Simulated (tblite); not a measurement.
# C4H14B2NP: the cost of one run

The runs use tblite 0.8.0 and PySCF 2.14.0, with density-fitted response routines of our own; the level of theory stands in each step. All values are computed, except where a source is named. Atoms are numbered from 0 throughout.

## 1. The molecule as given

22 atoms, charge 0, multiplicity 1; geometry from: force field or distance geometry start.

Bonds of the start (Å): C0–B1 1.60, B1–N2 1.53, N2–C3 1.47, C3–B4 1.61, B4–P5 1.93, B4–C6 1.60, C6–C7 1.53, C0–H8 1.11, C0–H9 1.10, C0–H10 1.11, B1–H11 1.17, N2–H12 1.06, C3–H13 1.12, C3–H14 1.11, P5–H15 1.45, P5–H16 1.44, C6–H17 1.12, C6–H18 1.10, C7–H19 1.11, C7–H20 1.12, C7–H21 1.11.

## 2. Relaxing the molecule with GFN2-xTB

What the job is given:

```
{"job": {"kind": "relax", "xc": "GFN2-xTB", "basis": "xTB"}, "charge": 0, "multiplicity": 1}
C      3.721100     0.481800    -0.044200
B      2.300100     0.937900    -0.631100
N      1.026900     0.523200     0.098900
C      0.180200    -0.268900    -0.807500
B     -1.086400    -0.831500     0.008500
P     -0.836300    -2.042400     1.484100
C     -2.564800    -0.406900    -0.432800
C     -2.802000     1.084800    -0.206100
H      4.248000    -0.131000    -0.799800
H      4.313200     1.382700     0.197900
H      3.566300    -0.117500     0.877300
H      2.253200     1.580800    -1.605900
H      0.503600     1.414900     0.329300
H      0.748400    -1.158900    -1.181800
H     -0.167700     0.340100    -1.663700
H      0.564100    -2.303500     1.203600
H     -1.327600    -3.187800     0.754200
H     -3.300200    -0.993200     0.172400
H     -2.717200    -0.657400    -1.494300
H     -2.655900     1.346800     0.865100
H     -3.855600     1.335600    -0.490000
H     -2.121900     1.689700    -0.836300
```

The run is started by

```
OMP_NUM_THREADS=1 python probes_run.py task.json out
```

This one command runs all jobs of the session in turn.

**Question.** How long does this first job take on 1 thread of Arm Neoverse V1, shared host?

About 2.1 s.
